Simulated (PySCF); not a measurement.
# C7H12ClN: vibronic structure

Aim: compute the vibronic structure of C7H12ClN (`C/C(Cl)=C/C=C\N(C)C`).

Programs: PySCF 2.14.0, with routines of our own; each step states its level. All values are computed. Atoms count from 0.

### Step 1. The system as given

21 atoms, charge 0, multiplicity 1; geometry from: GFN2-xTB.

### Step 2. Vibronic structure: TDDFT PBE/def2-SV(P)

Job settings and geometry (Å):

```
{"job": {"kind": "vib", "xc": "PBE", "basis": "def2-SV(P)", "tda": false}, "charge": 0, "multiplicity": 1}
C      3.274031     1.133580    -1.245448
C      2.549141     0.549943    -0.079520
Cl     3.520250     0.466544     1.363920
C      1.279057     0.128259    -0.082034
C      0.606886    -0.504710     1.016507
C     -0.699124    -0.807048     1.170892
N     -1.795609    -0.441382     0.449401
C     -1.767484     0.528442    -0.610425
C     -3.026012    -1.173929     0.582999
H      3.564348     2.164511    -1.040105
H      4.183234     0.568153    -1.449333
H      2.641708     1.114550    -2.129668
H      0.755757     0.222368    -1.021208
H      1.252865    -0.810739     1.827293
H     -0.963005    -1.400071     2.038955
H     -2.747149     1.007807    -0.674357
H     -1.023107     1.290043    -0.386137
H     -1.546778     0.080170    -1.587031
H     -2.989797    -1.814953     1.461015
H     -3.211793    -1.803000    -0.296122
H     -3.866339    -0.481595     0.689934
```

Method: TDDFT PBE/def2-SV(P) vertical-gradient vibronic structure (displaced harmonic oscillators, Condon), gas phase.

Command:

```sh
OMP_NUM_THREADS=1 python excited_run.py task.json out
```

The driver reads the jobs from task.json and runs them one after another.

What it wrote:

```text
final grid: 77360 points
cycle   1  E = -787.7355220723  dE =  8.763e-01  |g| = 5.954e-01  |ddm| = 4.868e+00
cycle   2  E = -787.5818160994  dE =  1.537e-01  |g| = 9.364e-01  |ddm| = 2.022e+00
cycle   3  E = -787.8191768401  dE = -2.374e-01  |g| = 2.710e-01  |ddm| = 1.486e+00
cycle   4  E = -787.8384900476  dE = -1.931e-02  |g| = 5.580e-02  |ddm| = 3.699e-01
cycle   5  E = -787.8387333312  dE = -2.433e-04  |g| = 4.588e-02  |ddm| = 1.322e-01
cycle   6  E = -787.8392819268  dE = -5.486e-04  |g| = 1.689e-02  |ddm| = 7.668e-02
cycle   7  E = -787.8393549615  dE = -7.303e-05  |g| = 4.301e-03  |ddm| = 2.386e-02
cycle   8  E = -787.8393593916  dE = -4.430e-06  |g| = 1.143e-03  |ddm| = 5.883e-03
cycle   9  E = -787.8393597406  dE = -3.490e-07  |g| = 1.722e-04  |ddm| = 1.790e-03
cycle  10  E = -787.8393597481  dE = -7.553e-09  |g| = 6.048e-05  |ddm| = 3.560e-04
cycle  11  E = -787.8393597490  dE = -8.765e-10  |g| = 1.995e-05  |ddm| = 8.843e-05
converged SCF energy = -787.8393597490

Singlet excitations (eV, f): 4.426 (0.6125)  4.805 (0.0956)  5.118 (0.0032)  5.479 (0.0286)  5.681 (0.0011)  5.754 (0.0194)

State S1  4.4263 eV  f = 0.61247  H->L 0.89
  relaxed dipole 4.038 D, largest gradient of the excitation energy 0.0495 Eh/bohr
  mode    cm-1        S   lambda/meV  Raman
   44   1655.9    0.2205      45.3   1.000
    3     76.3    4.7127      44.6   0.045
    2     56.2    5.2011      36.2   0.027
   20    850.4    0.1047      11.0   0.125
   45   1671.9    0.0528      11.0   0.244
    7    183.3    0.4168       9.5   0.023
   32   1289.8    0.0579       9.3   0.159
   17    720.3    0.0975       8.7   0.084
    4    108.3    0.5365       7.2   0.010
   37   1444.0    0.0381       6.8   0.131
   22   1006.0    0.0464       5.8   0.078
   11    348.3    0.1180       5.1   0.024
  reorganisation energy 0.2461 eV, total S 12.261, 0-0 4.1802 eV

State S2  4.8047 eV  f = 0.09560  H->L+1 0.93
  relaxed dipole 3.731 D, largest gradient of the excitation energy 0.0567 Eh/bohr
  mode    cm-1        S   lambda/meV  Raman
    3     76.3   59.4406     562.2   0.408
   45   1671.9    0.3030      62.8   1.000
    7    183.3    2.5033      56.9   0.099
   36   1419.9    0.1899      33.4   0.452
   25   1068.0    0.2237      29.6   0.301
   15    491.8    0.2141      13.1   0.061
   49   2976.8    0.0259       9.6   0.271
    5    132.7    0.5749       9.5   0.012
   44   1655.9    0.0390       8.0   0.126
    6    170.7    0.2771       5.9   0.010
    2     56.2    0.8387       5.8   0.003
   35   1412.3    0.0330       5.8   0.078
  reorganisation energy 0.8609 eV, total S 65.414, 0-0 3.9437 eV

State S4  5.4787 eV  f = 0.02859  H->L+3 0.59, H-1->L 0.38
  relaxed dipole 2.898 D, largest gradient of the excitation energy 0.0508 Eh/bohr
  mode    cm-1        S   lambda/meV  Raman
    3     76.3   17.8978     169.3   0.183
   16    622.2    0.5557      42.9   0.379
   45   1671.9    0.2033      42.1   1.000
   44   1655.9    0.1964      40.3   0.947
   12    392.7    0.5591      27.2   0.152
   21    906.7    0.0636       7.1   0.092
   14    459.6    0.1149       6.5   0.043
   15    491.8    0.0971       5.9   0.041
    8    212.0    0.2169       5.7   0.017
   25   1068.0    0.0392       5.2   0.079
   29   1145.8    0.0295       4.2   0.068
    7    183.3    0.1832       4.2   0.011
  reorganisation energy 0.4120 eV, total S 21.039, 0-0 5.0667 eV

State T1  2.7462 eV  f = 0.00000  H->L 0.99
  relaxed dipole 4.272 D, largest gradient of the excitation energy 0.0811 Eh/bohr
  mode    cm-1        S   lambda/meV  Raman
   44   1655.9    0.6451     132.4   1.000
   45   1671.9    0.4544      94.2   0.718
    2     56.2    3.7790      26.3   0.007
   32   1289.8    0.1451      23.2   0.136
   37   1444.0    0.0918      16.4   0.108
    3     76.3    1.7170      16.2   0.006
   21    906.7    0.1287      14.5   0.060
   29   1145.8    0.0956      13.6   0.071
   20    850.4    0.0934       9.8   0.038
   17    720.3    0.1100       9.8   0.032
   11    348.3    0.1543       6.7   0.011
   31   1264.2    0.0338       5.3   0.031
  reorganisation energy 0.4158 eV, total S 8.300, 0-0 2.3304 eV
  absorption maximum 2.598 eV, width 0.642 eV
```

It took 62 s on 1 thread of Arm Neoverse V1, shared host; peak memory 0.82 GiB.

Orbitals, density, ELF and potential are computed afterwards from the orbital file.

Frontier orbitals at PBE/def2-SV(P), with the share of their density that lies nearest to each atom:

```
orbital  energy (eV)                                   lies on
   HOMO        -3.99  N6 22 %; C1, C4 about 19 % each; C5 10 %
   LUMO        -0.78   C1, C5 about 23 % each; C3 15 %; N6 8 %
```

ELF in a plane through or near 11 of the atoms.

Values, 10 rows by 14 columns:
```
0.00 0.00 0.00 0.00 0.00 0.00 0.00 0.00 0.00 0.00 0.00 0.00 0.00 0.00
0.00 0.00 0.00 0.00 0.00 0.00 0.00 0.00 0.00 0.00 0.00 0.00 0.00 0.00
0.00 0.00 0.00 0.04 0.17 0.00 0.00 0.12 0.35 0.04 0.00 0.00 0.00 0.00
0.00 0.00 0.04 0.57 0.99 0.01 0.10 0.41 0.97 0.35 0.01 0.01 0.00 0.00
0.00 0.01 0.24 0.20 0.65 0.42 0.99 0.05 0.57 0.26 0.54 0.51 0.01 0.00
0.00 0.01 0.44 0.52 0.60 0.70 0.55 0.15 0.79 0.77 0.73 0.37 0.01 0.00
0.00 0.00 0.01 0.37 0.68 0.26 0.55 0.86 0.20 0.08 1.00 0.94 0.00 0.00
0.00 0.00 0.29 0.87 0.88 0.05 1.00 0.29 0.97 0.94 0.20 0.35 0.00 0.00
0.00 0.00 0.01 0.42 0.60 0.02 0.83 0.03 0.19 0.24 0.00 0.00 0.00 0.00
0.00 0.00 0.00 0.00 0.00 0.00 0.00 0.00 0.00 0.00 0.00 0.00 0.00 0.00
```
The map spans 13.9 Å across and 9.8 Å up, centred on the molecule. Atoms in the plane (x, y in Å): C0 (-3.6, 0.6), C1 (-2.6, -0.5), C3 (-1.3, -0.3), C4 (-0.2, -1.3), C5 (1.1, -1.1), N6 (1.9, 0.0), C8 (3.3, -0.1), H12 (-1.0, 0.7), H13 (-0.6, -2.3), H14 (1.7, -2.1), H18 (3.6, -1.2).

log10 of the density (e/Å³) in the same plane.

Ten even steps from ' ' (-4.0) to '@' (1.8):
```
                                                        
                                                        
                              ......                    
            ........      ..::::--::::..                
        ..::::--::::......::--======--::..              
      ..::--======--::::::--==++**++==--::::..          
    ..::--==++**++==--------++**##**++==----::..        
    ..--==++**##**++==++++==++**##**++========::..      
    ::--++**####**++++****++==++******++**++++--::      
    ::==++**######****##**++==++**########**++==::      
    ::--==++****######@@##**++++########@@**++--::      
    ..::--==++****##**##############****##**++--::      
      ::--==++******++**##%%######**++++****++--::      
      ::--++******++==++**##****####++==++++==::..      
      ::--++******++==++****++++****++====----..        
      ..::==++++++++====++++======++==--::....          
        ::--========----====--::------::..              
          ..::----::..::::::..........                  
              ....      ..                              
                                                        
```
The map spans 13.9 Å across and 9.8 Å up, centred on the molecule. Atoms in the plane (x, y in Å): C0 (-3.6, 0.6), C1 (-2.6, -0.5), C3 (-1.3, -0.3), C4 (-0.2, -1.3), C5 (1.1, -1.1), N6 (1.9, 0.0), C8 (3.3, -0.1), H12 (-1.0, 0.7), H13 (-0.6, -2.3), H14 (1.7, -2.1), H18 (3.6, -1.2).

On the surface of density 0.002 e/bohr³ the electrostatic potential runs, from the 1st to the 99th percentile, from -0.97 V near C4 to 0.91 V near H18.

### Step 3. Vibronic structure: TDDFT OLYP/MINI

The job, as its differences from that of step 2:

```diff
@@ -1,2 +1,2 @@
-{"job": {"kind": "vib", "xc": "PBE", "basis": "def2-SV(P)", "tda": false}, "charge": 0, "multiplicity": 1}
+{"job": {"kind": "vib", "xc": "OLYP", "basis": "MINI", "tda": false, "fwhm_ev": 0.15, "grid": 2, "scf": {"max_cycle": 70}, "maxiter": 30}, "charge": 0, "multiplicity": 1}
 C      3.274031     1.133580    -1.245448
```

Level: TDDFT OLYP/MINI vertical-gradient vibronic structure (displaced harmonic oscillators, Condon), gas phase.

What it wrote:

```text
final grid: 165664 points
cycle   1  E = -783.7620038359  dE =  9.952e-01  |g| = 2.797e-01  |ddm| = 7.045e+00
cycle   2  E = -783.6950586246  dE =  6.695e-02  |g| = 5.179e-01  |ddm| = 1.380e+00
cycle   3  E = -783.7881205366  dE = -9.306e-02  |g| = 8.722e-02  |ddm| = 9.734e-01
cycle   4  E = -783.7907173542  dE = -2.597e-03  |g| = 1.722e-02  |ddm| = 1.745e-01
cycle   5  E = -783.7907675642  dE = -5.021e-05  |g| = 1.179e-02  |ddm| = 5.086e-02
cycle   6  E = -783.7908066113  dE = -3.905e-05  |g| = 5.449e-03  |ddm| = 3.188e-02
cycle   7  E = -783.7908167951  dE = -1.018e-05  |g| = 1.291e-03  |ddm| = 1.259e-02
cycle   8  E = -783.7908174779  dE = -6.828e-07  |g| = 1.861e-04  |ddm| = 3.137e-03
cycle   9  E = -783.7908174910  dE = -1.308e-08  |g| = 5.286e-05  |ddm| = 4.349e-04
cycle  10  E = -783.7908174923  dE = -1.285e-09  |g| = 5.041e-06  |ddm| = 1.397e-04
cycle  11  E = -783.7908174923  dE = -1.205e-11  |g| = 1.499e-06  |ddm| = 1.343e-05
converged SCF energy = -783.7908174923

Singlet excitations (eV, f): 4.771 (0.7437)  5.234 (0.0030)  5.580 (0.0056)  6.028 (0.0028)  6.926 (0.1050)  7.566 (0.0918)

State S1  4.7709 eV  f = 0.74373  H->L 0.94
  relaxed dipole 4.434 D, largest gradient of the excitation energy 0.0512 Eh/bohr
  mode    cm-1        S   lambda/meV  Raman
    2     56.2    8.7153      60.7   0.034
   44   1655.9    0.2927      60.1   1.000
   20    850.4    0.1849      19.5   0.167
    8    212.0    0.4986      13.1   0.028
   32   1289.8    0.0656      10.5   0.136
   37   1444.0    0.0498       8.9   0.129
    9    273.0    0.2556       8.7   0.024
   16    622.2    0.1091       8.4   0.053
   22   1006.0    0.0621       7.7   0.078
   34   1400.1    0.0441       7.6   0.108
   13    418.4    0.1470       7.6   0.032
   25   1068.0    0.0569       7.5   0.081
  reorganisation energy 0.2802 eV, total S 11.734, 0-0 4.4907 eV

State S5  6.9256 eV  f = 0.10499  H-3->L 0.38, H->L+2 0.38, H-4->L 0.14
  relaxed dipole 2.002 D, largest gradient of the excitation energy 0.0740 Eh/bohr
  mode    cm-1        S   lambda/meV  Raman
   16    622.2    2.8417     219.2   1.000
   27   1107.4    0.5640      77.4   0.629
   44   1655.9    0.2605      53.5   0.649
   45   1671.9    0.2432      50.4   0.618
   17    720.3    0.4020      35.9   0.190
    3     76.3    2.5033      23.7   0.013
    2     56.2    3.2467      22.6   0.009
   34   1400.1    0.1036      18.0   0.185
   40   1479.1    0.0893      16.4   0.178
   25   1068.0    0.0973      12.9   0.101
   37   1444.0    0.0615      11.0   0.117
    9    273.0    0.2620       8.9   0.018
  reorganisation energy 0.6364 eV, total S 11.894, 0-0 6.2891 eV
  absorption maximum 6.863 eV, width 0.672 eV

State S6  7.5658 eV  f = 0.09175  H-3->L 0.47, H-4->L 0.20, H->L+2 0.12
  relaxed dipole 5.964 D, largest gradient of the excitation energy 0.0934 Eh/bohr
  mode    cm-1        S   lambda/meV  Raman
    3     76.3   51.5097     487.2   0.222
    2     56.2   60.6676     422.7   0.142
   44   1655.9    0.4924     101.1   1.000
   25   1068.0    0.6150      81.4   0.520
   36   1419.9    0.3268      57.5   0.488
    9    273.0    1.6432      55.6   0.091
   37   1444.0    0.2975      53.3   0.460
   20    850.4    0.4822      50.8   0.258
   32   1289.8    0.2313      37.0   0.285
   18    781.2    0.3691      35.8   0.167
   33   1378.8    0.1928      33.0   0.272
    8    212.0    0.8948      23.5   0.030
  reorganisation energy 1.6199 eV, total S 121.309, 0-0 5.9459 eV

State T1  2.7854 eV  f = 0.00000  H->L 0.99
  relaxed dipole 4.162 D, largest gradient of the excitation energy 0.0894 Eh/bohr
  mode    cm-1        S   lambda/meV  Raman
   44   1655.9    0.7637     156.8   1.000
   45   1671.9    0.5386     111.6   0.719
    2     56.2    5.7290      39.9   0.009
   32   1289.8    0.1659      26.5   0.132
    3     76.3    2.7612      26.1   0.008
   37   1444.0    0.1239      22.2   0.123
   29   1145.8    0.1480      21.0   0.093
   21    906.7    0.1584      17.8   0.062
   20    850.4    0.1315      13.9   0.045
   18    781.2    0.0705       6.8   0.021
   31   1264.2    0.0403       6.3   0.031
   17    720.3    0.0684       6.1   0.017
  reorganisation energy 0.5136 eV, total S 11.644, 0-0 2.2717 eV
```

Wall time 35 s (1 thread of Arm Neoverse V1, shared host); peak memory 0.7 GiB.

A normal end doesn't make this result sound: the basis MINI is minimal.

### Step 4. Summary of results

| quantity | value |
| --- | --- |
| S1: vertical, reorganisation, 0-0, total S (step 2, TDDFT PBE/def2-SV(P), modes from GFN2-xTB) | 4.43, 0.25, 4.18 eV; 12.3 |
| S2: vertical, reorganisation, 0-0, total S (step 2, TDDFT PBE/def2-SV(P), modes from GFN2-xTB) | 4.80, 0.86, 3.94 eV; 65.4 |
| S4: vertical, reorganisation, 0-0, total S (step 2, TDDFT PBE/def2-SV(P), modes from GFN2-xTB) | 5.48, 0.41, 5.07 eV; 21.0 |
| potential on the surface of density 0.002 e/bohr³, 1st and 99th percentile | -0.97 V and 0.91 V |
| runs | 0 failed, 1 ended on unsound input |

In words: In step 2 the harmonic model is doubtful. Where the total S runs above about 15, the geometry moves far on excitation and the harmonic model is stretched, so its 0-0 value is in doubt. The vibronic model keeps the ground-state modes (from xTB) and shifts them along the gradient alone, so it can miss much of the relaxation that a full optimisation finds. By nearest atom (PBE/def2-SV(P)), the HOMO sits on N6 22 %; C1, C4 about 19 % each and the LUMO on C1, C5 about 23 % each; C3 15 %.
